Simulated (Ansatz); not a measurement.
# MoS2 with a defect (Ge on a Mo site): a single-point run

The task is a single point on MoS2 with a defect (Ge on a Mo site) that gives the gradients at the nuclei.

Program: Ansatz 0.2.0. Level of theory: DFT, PBE, plane-wave PAW, default files, scalar-relativistic. These are calculated values, not measurements.

**1. The structure to begin with**

Symmetry: P-6m2, No. 187, hexagonal system. Conventional cell: a = 9.507 Å, b = 9.507 Å, c = 12.324 Å, α = 90.00°, β = 90.00°, γ = 120.00°. Ge (site symmetry -6m2) is surrounded by 6 S at 2.41 Å. Mo (site symmetry m) has 6 S at 2.41 Å as nearest neighbours. Around Mo (site symmetry -6m2) lie 6 S at 2.41 Å. Around Mo (site symmetry mm2) lie 6 S at 2.41 Å. S (site symmetry 3m) has 3 Mo at 2.41 Å as nearest neighbours. Only part of the 14 independent sites is listed.

Coordinates:

```
CELL_PARAMETERS angstrom
9.50700 0.00000 0.00000
-4.75350 8.23330 0.00000
0.00000 0.00000 12.32400
ATOMIC_POSITIONS crystal
Ge 0.11111 0.22222 0.25000
Mo 0.11111 0.55556 0.25000
Mo 0.11111 0.88889 0.25000
Mo 0.44444 0.22222 0.25000
Mo 0.44444 0.55556 0.25000
Mo 0.44444 0.88889 0.25000
Mo 0.77778 0.22222 0.25000
Mo 0.77778 0.55556 0.25000
Mo 0.77778 0.88889 0.25000
Mo 0.22222 0.11111 0.75000
Mo 0.22222 0.44444 0.75000
Mo 0.22222 0.77778 0.75000
Mo 0.55556 0.11111 0.75000
Mo 0.55556 0.44444 0.75000
Mo 0.55556 0.77778 0.75000
Mo 0.88889 0.11111 0.75000
Mo 0.88889 0.44444 0.75000
Mo 0.88889 0.77778 0.75000
S 0.11111 0.22222 0.62300
S 0.11111 0.55556 0.62300
S 0.11111 0.88889 0.62300
S 0.44444 0.22222 0.62300
S 0.44444 0.55556 0.62300
S 0.44444 0.88889 0.62300
S 0.77778 0.22222 0.62300
S 0.77778 0.55556 0.62300
S 0.77778 0.88889 0.62300
S 0.22222 0.11111 0.12300
S 0.22222 0.44444 0.12300
S 0.22222 0.77778 0.12300
S 0.55556 0.11111 0.12300
S 0.55556 0.44444 0.12300
S 0.55556 0.77778 0.12300
S 0.88889 0.11111 0.12300
S 0.88889 0.44444 0.12300
S 0.88889 0.77778 0.12300
S 0.11111 0.22222 0.87700
S 0.11111 0.55556 0.87700
S 0.11111 0.88889 0.87700
S 0.44444 0.22222 0.87700
S 0.44444 0.55556 0.87700
S 0.44444 0.88889 0.87700
S 0.77778 0.22222 0.87700
S 0.77778 0.55556 0.87700
S 0.77778 0.88889 0.87700
S 0.22222 0.11111 0.37700
S 0.22222 0.44444 0.37700
S 0.22222 0.77778 0.37700
S 0.55556 0.11111 0.37700
S 0.55556 0.44444 0.37700
S 0.55556 0.77778 0.37700
S 0.88889 0.11111 0.37700
S 0.88889 0.44444 0.37700
S 0.88889 0.77778 0.37700
```

**2. Running it**

input.yaml reads:

```yaml
crystal:
  lattice:
    - [9.507, 0.0, 0.0]
    - [-4.7535, 8.2333035138, 0.0]
    - [0.0, 0.0, 12.324]
  atoms:
    - { symbol: Ge, position: [0.1111111111, 0.2222222222, 0.25] }
    - { symbol: Mo, position: [0.1111111111, 0.5555555556, 0.25] }
    - { symbol: Mo, position: [0.1111111111, 0.8888888889, 0.25] }
    - { symbol: Mo, position: [0.4444444444, 0.2222222222, 0.25] }
    - { symbol: Mo, position: [0.4444444444, 0.5555555556, 0.25] }
    - { symbol: Mo, position: [0.4444444444, 0.8888888889, 0.25] }
    - { symbol: Mo, position: [0.7777777778, 0.2222222222, 0.25] }
    - { symbol: Mo, position: [0.7777777778, 0.5555555556, 0.25] }
    - { symbol: Mo, position: [0.7777777778, 0.8888888889, 0.25] }
    - { symbol: Mo, position: [0.2222222222, 0.1111111111, 0.75] }
    - { symbol: Mo, position: [0.2222222222, 0.4444444444, 0.75] }
    - { symbol: Mo, position: [0.2222222222, 0.7777777778, 0.75] }
    - { symbol: Mo, position: [0.5555555556, 0.1111111111, 0.75] }
    - { symbol: Mo, position: [0.5555555556, 0.4444444444, 0.75] }
    - { symbol: Mo, position: [0.5555555556, 0.7777777778, 0.75] }
    - { symbol: Mo, position: [0.8888888889, 0.1111111111, 0.75] }
    - { symbol: Mo, position: [0.8888888889, 0.4444444444, 0.75] }
    - { symbol: Mo, position: [0.8888888889, 0.7777777778, 0.75] }
    - { symbol: S, position: [0.1111111111, 0.2222222222, 0.623] }
    - { symbol: S, position: [0.1111111111, 0.5555555556, 0.623] }
    - { symbol: S, position: [0.1111111111, 0.8888888889, 0.623] }
    - { symbol: S, position: [0.4444444444, 0.2222222222, 0.623] }
    - { symbol: S, position: [0.4444444444, 0.5555555556, 0.623] }
    - { symbol: S, position: [0.4444444444, 0.8888888889, 0.623] }
    - { symbol: S, position: [0.7777777778, 0.2222222222, 0.623] }
    - { symbol: S, position: [0.7777777778, 0.5555555556, 0.623] }
    - { symbol: S, position: [0.7777777778, 0.8888888889, 0.623] }
    - { symbol: S, position: [0.2222222222, 0.1111111111, 0.123] }
    - { symbol: S, position: [0.2222222222, 0.4444444444, 0.123] }
    - { symbol: S, position: [0.2222222222, 0.7777777778, 0.123] }
    - { symbol: S, position: [0.5555555556, 0.1111111111, 0.123] }
    - { symbol: S, position: [0.5555555556, 0.4444444444, 0.123] }
    - { symbol: S, position: [0.5555555556, 0.7777777778, 0.123] }
    - { symbol: S, position: [0.8888888889, 0.1111111111, 0.123] }
    - { symbol: S, position: [0.8888888889, 0.4444444444, 0.123] }
    - { symbol: S, position: [0.8888888889, 0.7777777778, 0.123] }
    - { symbol: S, position: [0.1111111111, 0.2222222222, 0.877] }
    - { symbol: S, position: [0.1111111111, 0.5555555556, 0.877] }
    - { symbol: S, position: [0.1111111111, 0.8888888889, 0.877] }
    - { symbol: S, position: [0.4444444444, 0.2222222222, 0.877] }
    - { symbol: S, position: [0.4444444444, 0.5555555556, 0.877] }
    - { symbol: S, position: [0.4444444444, 0.8888888889, 0.877] }
    - { symbol: S, position: [0.7777777778, 0.2222222222, 0.877] }
    - { symbol: S, position: [0.7777777778, 0.5555555556, 0.877] }
    - { symbol: S, position: [0.7777777778, 0.8888888889, 0.877] }
    - { symbol: S, position: [0.2222222222, 0.1111111111, 0.377] }
    - { symbol: S, position: [0.2222222222, 0.4444444444, 0.377] }
    - { symbol: S, position: [0.2222222222, 0.7777777778, 0.377] }
    - { symbol: S, position: [0.5555555556, 0.1111111111, 0.377] }
    - { symbol: S, position: [0.5555555556, 0.4444444444, 0.377] }
    - { symbol: S, position: [0.5555555556, 0.7777777778, 0.377] }
    - { symbol: S, position: [0.8888888889, 0.1111111111, 0.377] }
    - { symbol: S, position: [0.8888888889, 0.4444444444, 0.377] }
    - { symbol: S, position: [0.8888888889, 0.7777777778, 0.377] }
kpoints:
  mp_grid: { grid: [3, 3, 2] }
scf:
  occupations: { method: fermi_dirac, width: 0.01 }
  max_iter: 50
hamiltonian:
  xc: pbe
  pseudopotentials: { kind: paw }
output:
  forces: true
  stress: true
  populations: true
  efg:
    quadrupole_moments_barn: { Ge: -0.196, Mo: -0.022, S: -0.0694 }
    contact_densities: true
basis:
  ecutwfc: "80 eV"
```

Command:

```sh
ansatz run input.yaml --threads 4 --pin off --max-ram 8192MiB --backend cpu --events-out ev --progress --plain --runs-dir out
```

Q: Will this input give a usable result? If not, why, and what should change?

The run converged and reported no error, with warnings (cutoff below recommended, gradients without spin orbit). It gives a largest force of 3.5 eV/Å, which is large; a structure far from rest gives such values too, whatever the setting.

Look at the input: basis.ecutwfc is 80 eV. The basis cutoff is far too low: the plane waves can't represent the orbitals near the cores. The potentials' recommended cutoff is 420 eV.

To check: delete basis.ecutwfc (the default then holds).
